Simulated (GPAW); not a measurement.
Runs of GPAW 26.7.0 on NbTe. It takes space group P-6m2 (No. 187, hexagonal). Conventional cell: a = 3.703 Å, b = 3.703 Å, c = 3.694 Å, α = 90.00°, β = 90.00°, γ = 120.00°. Te (site symmetry -6m2) has 6 Nb at 2.83 Å as nearest neighbours. Around Nb (site symmetry -6m2) lie 6 Te at 2.83 Å. The cell comes from a database or a generator and needn't be the stable form of this composition.

```tsv
task	level	potentials or basis	cell	k mesh	gap on the mesh (eV)	pressure (GPa)	V0 of scaled cells (Å³/atom)	B0 (GPa)
single point	PBE	GPAW PAW data sets (gpaw-data 1.2.1), pw	as given	8 × 8 × 7	none	(b)	-	-
equation of state	PBE	GPAW PAW data sets (gpaw-data 1.2.1), pw	as given	8 × 8 × 7	-	-	21.66	123
equation of state	PBEsol	PAW data sets generated in the run's folder for this functional, pw	as given	7 × 7 × 6	-	-	20.87	(a)
single point	PBE	GPAW PAW data sets (gpaw-data 1.2.1), pw	atoms moved at random, drawn with an rms of 0.05 Å	8 × 8 × 7	none	-1.4	-	-
```

Alike in all rows: no spin polarisation; cutoff (eV) 600; smearing fermi-dirac 0.05 eV.

Problem. Estimate the missing entries.

Solution. (a) 137; (b) -1.5.

Caveats: the cell was scaled at fixed shape and fractional positions, which overstates the stiffness of a crystal with free parameters, most of all of layers and chains (some runs).

A k mesh can miss the band edges, and the runs leave out spin-orbit coupling on Nb, Te.

A gap of «none» marks a metal or a gap under the smearing width.
